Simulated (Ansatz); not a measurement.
# Cd3O: the cost of one run

Computed with Ansatz 0.2.0 (DFT PBE, scalar-relativistic, plane waves, PAW, unless a step names another level, unless a step's input says otherwise).

**1. The starting structure**

It takes space group P-3m1 (No. 164, trigonal). The conventional cell has a = 3.356 Å, b = 3.356 Å, c = 15.136 Å, α = 90.00°, β = 90.00°, γ = 120.00°. Cd (site symmetry -3m) is surrounded by 6 O at 2.39 Å. Cd (site symmetry 3m) is surrounded by 3 O at 2.40 Å. Cd (site symmetry -3m) has 12 Cd at 3.07 to 3.36 Å in its first shell of neighbours. Cd (site symmetry 3m) is surrounded by 12 Cd at 3.07 to 3.36 Å. O (site symmetry 3m) has 6 Cd at 2.39 to 2.40 Å in its first shell of neighbours.

As a file:

```xyz
8
Lattice="3.3562 0.0000 0.0000 -1.6781 2.9065 0.0000 0.0000 0.0000 15.1365" Properties=species:S:1:pos:R:3 pbc="T T T"
Cd    0.0000    0.0000    0.0000
Cd    0.0000    1.9377    2.8040
Cd    1.6781    0.9688   12.3324
Cd    0.0000    0.0000    7.5682
Cd    1.6781    0.9688    5.1855
Cd    0.0000    1.9377    9.9510
O     1.6781    0.9688    1.3918
O     0.0000    1.9377   13.7446
```

It came out lowest among 38 distinct ends of the trial cells. At a tolerance of 0.05 Å it has space group P-3m1 (No. 164).

**2. A stricter relaxation, on the response runs' mesh and smearing**

input.yaml reads:

```yaml
crystal:
  lattice:
    - [3.3561858848, 0.0, 0.0]
    - [-1.6780929424, 2.9065422361, 0.0]
    - [0.0, 0.0, 15.1364501535]
  atoms:
    - { symbol: Cd, position: [0.0, 0.0, 0.0] }
    - { symbol: Cd, position: [0.3333333333, 0.6666666667, 0.1852509122] }
    - { symbol: Cd, position: [0.6666666667, 0.3333333333, 0.8147490878] }
    - { symbol: Cd, position: [0.0, 0.0, 0.5] }
    - { symbol: Cd, position: [0.6666666667, 0.3333333333, 0.3425830616] }
    - { symbol: Cd, position: [0.3333333333, 0.6666666667, 0.6574169384] }
    - { symbol: O, position: [0.6666666667, 0.3333333333, 0.0919508291] }
    - { symbol: O, position: [0.3333333333, 0.6666666667, 0.9080491709] }
basis:
  ecutwfc: 420
kpoints:
  mp_grid: { grid: [12, 12, 2] }
hamiltonian:
  xc: pbe
scf:
  occupations: { method: gaussian, width: 0.1 }
output:
  forces: true
  stress: true
  eigenvalues: true
relax:
  adjacent_minimum: "off"
  f_tol: 0.001
  max_steps: 60
  cell: { stress_tol: 0.01 }
```

Launch:

```
$ ansatz run input.yaml --threads 3 --pin off --max-ram 7680MiB --backend cpu --events-out ev --progress --plain --runs-dir out
```

What time and memory should one allow on 3 threads of AMD EPYC 9R45 (Zen 5), shared host?

About 11 s, with a peak of 0.72 GiB.
